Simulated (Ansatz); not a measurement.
# BCl2FH3N: the cost of one run

Program: Ansatz 0.2.0. Level of theory: UKS r2SCAN-D4/STO-3G. These are calculated values, not measurements.

## (1) The starting structure

Bond lengths: B1–F2 1.684 Å, B1–Cl3 1.731 Å, B1–Cl4 1.734 Å, B1–N6 1.802 Å, N6–H7 1.008 Å, N6–H8 1.008 Å. Angles: F2–B1–Cl3 109.5°, F2–B1–Cl4 109.3°, F2–B1–N6 81.2°, Cl3–B1–Cl4 123.1°, Cl3–B1–N6 112.9°, Cl4–B1–N6 112.8°, B1–N6–H7 115.6°, B1–N6–H8 115.5°, H7–N6–H8 111.9°.

As a file:

```xyz
8

B    -0.4416   -0.4783   -0.5292
F     0.0883    0.9074   -1.3252
Cl    0.3846   -1.8606   -1.1647
Cl   -2.1637   -0.4087   -0.3405
H     0.5524    1.1079   -0.2275
N     0.4416    0.3027    0.8337
H    -0.1303    0.6104    1.6049
H     1.2687   -0.1807    1.1486
```

## (2) Run 1

150 steps of 0.5 fs at constant energy, with velocities drawn for 1000 K.

input.yaml

```yaml
crystal:
  periodic: [false, false, false]
  atoms:
    - { symbol: B, position_ang: [-0.4416, -0.4783, -0.5292] }
    - { symbol: F, position_ang: [0.0883, 0.9074, -1.3252] }
    - { symbol: Cl, position_ang: [0.3846, -1.8606, -1.1647] }
    - { symbol: Cl, position_ang: [-2.1637, -0.4087, -0.3405] }
    - { symbol: H, position_ang: [0.5524, 1.1079, -0.2275] }
    - { symbol: "N", position_ang: [0.4416, 0.3027, 0.8337] }
    - { symbol: H, position_ang: [-0.1303, 0.6104, 1.6049] }
    - { symbol: H, position_ang: [1.2687, -0.1807, 1.1486] }
magnetization:
  spin_polarized: true
basis:
  gaussian: { orbitals: STO-3G }
hamiltonian:
  xc: r2scan
  dispersion: d4
md:
  timestep: 0.5
  n_steps: 150
  ensemble: nve
  temperature: 1000.0
  initial_velocities: maxwell_boltzmann
  seed: 875855
```

Command:

```
$ ansatz run input.yaml --threads 1 --pin off --max-ram 2048MiB --backend cpu --events-out ev --progress --plain --runs-dir out
```

**Question.** How long does this run take on 1 thread of an x86-64 CPU, shared host, and how much memory does it need?

About 6.9 min, with a peak of 0.19 GiB.
